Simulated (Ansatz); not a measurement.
## TaV: equation of state with PBE

TaV:

```
Ta V
1.0
     1.60670   -2.30777    0.00000
     1.60670    2.30777    0.00000
     0.00000    0.00000    4.34136
Ta V
1 1
Direct
  0.00000 0.00000 0.00000
  0.50000 0.50000 0.50000
```

The cell comes from a database or a generator and needn't be the stable form of this composition.

* Program: Ansatz 0.2.0
* Task: equation of state
* Functional: PBE
* Potentials or basis: PseudoDojo stringent
* Cutoff: 1796 eV
* Density cutoff: 7184 eV
* k mesh: 10 × 10 × 6
* Occupations: fermi-dirac, width 0.05 eV
* Spin: collinear spin, ferromagnetic start
* Starting moments: [0.0, 2.0] μB

| Property | Result |
| --- | --- |
| Equilibrium volume | 16.07 Å³/atom |
| Bulk modulus at fixed shape and positions | 181 GPa |
| Pressure derivative of the bulk modulus | 4.0 (rough: it moves with the points fitted) |

Energy against volume, from the lowest point:
| volume (Å³/atom) | energy (meV/atom) |
| --- | --- |
| 15.132 | 34.46 |
| 15.453 | 14.44 |
| 15.775 | 3.22 |
| 16.097 | 0.00 |
| 16.419 | 4.08 |
| 16.741 | 14.81 |
| 17.063 | 31.31 |

All runs of the series together: 7.9 min on 2 threads of Arm Neoverse V2, on a shared host.

Caveat: the cell was scaled at fixed shape and fractional positions, which overstates the stiffness of a crystal with free parameters, most of all of layers and chains. The run has no spin-orbit coupling, so splittings on Ta are missing.
